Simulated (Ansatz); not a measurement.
# C3H9BFN: the cost of one run

Program: Ansatz 0.2.0. Level of theory: RKS BHLYP-D4/def2-SVP. These are calculated values, not measurements.

### Step 1. The system as given

Bond lengths: B1–C2 1.565 Å, C2–F3 1.369 Å, C2–N4 1.523 Å, N4–C5 1.506 Å, N4–C6 1.405 Å, B1–H7 1.219 Å, B1–H8 1.128 Å, C2–H9 1.098 Å, C5–H10 1.102 Å, C5–H11 1.093 Å, C5–H12 1.104 Å, C6–H13 1.090 Å, C6–H14 1.095 Å, C6–H15 1.132 Å. Angles (14 of 24 angles, heavy atoms first): B1–C2–F3 105.9°, B1–C2–N4 111.4°, F3–C2–N4 110.4°, C2–N4–C5 108.2°, C2–N4–C6 112.0°, C5–N4–C6 112.2°, B1–C2–H9 111.9°, F3–C2–H9 105.5°, N4–C2–H9 111.4°, C2–B1–H7 117.3°, C2–B1–H8 122.6°, N4–C5–H10 111.2°, N4–C5–H11 108.6°, N4–C5–H12 106.7°.

Structure file:

```xyz
15

B    -2.0388    0.1043    0.7409
C    -0.6089    0.7010    0.5197
F    -0.2637    1.2966    1.7033
N     0.3970   -0.3837    0.1594
C     0.1306   -0.8205   -1.2565
C     1.7225    0.0448    0.3434
H    -2.9440    0.5530    0.0597
H    -2.2617   -0.6613    1.5381
H    -0.6119    1.5074   -0.2248
H    -0.9051   -1.1783   -1.3751
H     0.3184    0.0250   -1.9226
H     0.8254   -1.6516   -1.4671
H     1.8842    0.2378    1.4042
H     1.9171    0.9654   -0.2172
H     2.4171   -0.7906    0.0241
```

### Step 2. End point A

Input file input.yaml:

```yaml
crystal:
  periodic: [false, false, false]
  atoms:
    - { symbol: B, position_ang: [-2.0388, 0.1043, 0.7409] }
    - { symbol: C, position_ang: [-0.6089, 0.701, 0.5197] }
    - { symbol: F, position_ang: [-0.2637, 1.2966, 1.7033] }
    - { symbol: "N", position_ang: [0.397, -0.3837, 0.1594] }
    - { symbol: C, position_ang: [0.1306, -0.8205, -1.2565] }
    - { symbol: C, position_ang: [1.7225, 0.0448, 0.3434] }
    - { symbol: H, position_ang: [-2.944, 0.553, 0.0597] }
    - { symbol: H, position_ang: [-2.2617, -0.6613, 1.5381] }
    - { symbol: H, position_ang: [-0.6119, 1.5074, -0.2248] }
    - { symbol: H, position_ang: [-0.9051, -1.1783, -1.3751] }
    - { symbol: H, position_ang: [0.3184, 0.025, -1.9226] }
    - { symbol: H, position_ang: [0.8254, -1.6516, -1.4671] }
    - { symbol: H, position_ang: [1.8842, 0.2378, 1.4042] }
    - { symbol: H, position_ang: [1.9171, 0.9654, -0.2172] }
    - { symbol: H, position_ang: [2.4171, -0.7906, 0.0241] }
basis:
  gaussian: { orbitals: def2-SVP }
hamiltonian:
  xc: { name: BHLYP }
  dispersion: d4
relax:
  f_tol: 0.015
  max_steps: 40
```

On the command line:

```bash
$ ansatz run input.yaml --threads 2 --pin off --max-ram 3072MiB --backend cpu --events-out ev --progress --plain --runs-dir out
```

Q: Estimate wall time and peak memory on 2 threads of Arm Neoverse V2, shared host.

About 2.7 min, with a peak of 0.34 GiB.
